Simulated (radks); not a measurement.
# La⁺ inside a hard spherical wall

One table from this session's results is given with a row withheld; the runs are named, their logs left out.

The numbers are computed with radks (a radial shooting solver on a logarithmic mesh, Libxc functionals) version 1 (scalar-relativistic Kohn-Sham, LDA (Slater exchange, VWN5 correlation), spin-polarised, spherical densities, finite nucleus; open shells are filled with parallel spins first), except any that are marked as measured or tabulated.

## Starting point

```
element            : lanthanum (Z = 57)
charge             : +1
electrons          : 56
configuration      : [Xe] 5d2
nuclear rms radius : 4.855 fm
```

Outer shells as boxes (Hund's rule):

La⁺
```
[Xe] core
5d [↑ ][↑ ][  ][  ][  ]
```

The first run:

Settings of this run:

```text
Z 57
configuration [Xe] 5d2 6s0 4f0 6p0
relativity scalar-relativistic
functional lda,vwn5
spin polarised
nucleus finite rms 4.855 fm
c 137.035999084
```

Steps of the session up to this table: The free atom; Wall at 15 bohr; Wall at 10 bohr; Wall at 6 bohr; Wall at 5 bohr; Wall at 3.5 bohr; Wall at 3 bohr; Wall at 2.5 bohr.

One table of the session follows, with a row left open; its other results are not shown here.

| R (bohr) | E − E(free) (eV) | ε(6s, empty) (eV) | ε(5d) (eV) | ε(6p, empty) (eV) | pressure (GPa) |
| --- | --- | --- | --- | --- | --- |
| free | 0.000 | -8.025 | -7.740 | -5.049 | 0 |
| 15 | 0.000 | -8.025 | -7.740 | -5.048 | < 0.0001 |
| 10 | 0.005 | -7.998 | -7.724 | -4.925 | 0.00594 |
| 6 | 0.701 | -6.112 | -6.819 | -1.385 | 2.00 |
| 5 | 2.401 | -2.764 | -5.382 | 3.661 | 10.7 |
| 3.5 | 22.535 | 19.994 | 4.049 | 32.738 | 275 |
| 3 | ? | ? | ? | ? | ? |
| 2.5 | 155.07 | 98.401 | 37.848 | 121.22 | 4530 |

Q: Estimate the row for R (bohr) = 3 from the others.

Worked estimate for «E − E(free) (eV)». A straight line through the neighbours (3.5, 22.535) and (2.5, 155.07) gives 22.535 + (155.07 − 22.535) × (3 − 3.5) / (2.5 − 3.5) = 88.802; a parabola fitted to 3 rows on both sides gives 76.891.

The run gave: E − E(free) (eV): 56.398; ε(6s, empty) (eV): 45.005; ε(5d) (eV): 14.594; ε(6p, empty) (eV): 61.859; pressure (GPa): 1038. In «E − E(free) (eV)» the line misses by +32.404 and the parabola by +20.493.

At the tightest wall, 2.5 bohr, the energy stands 155.07 eV above the free atom and the pressure, −dE/dV, is 4530 GPa. Shells are not refilled when levels cross, and a hard wall is a model, not a crystal.
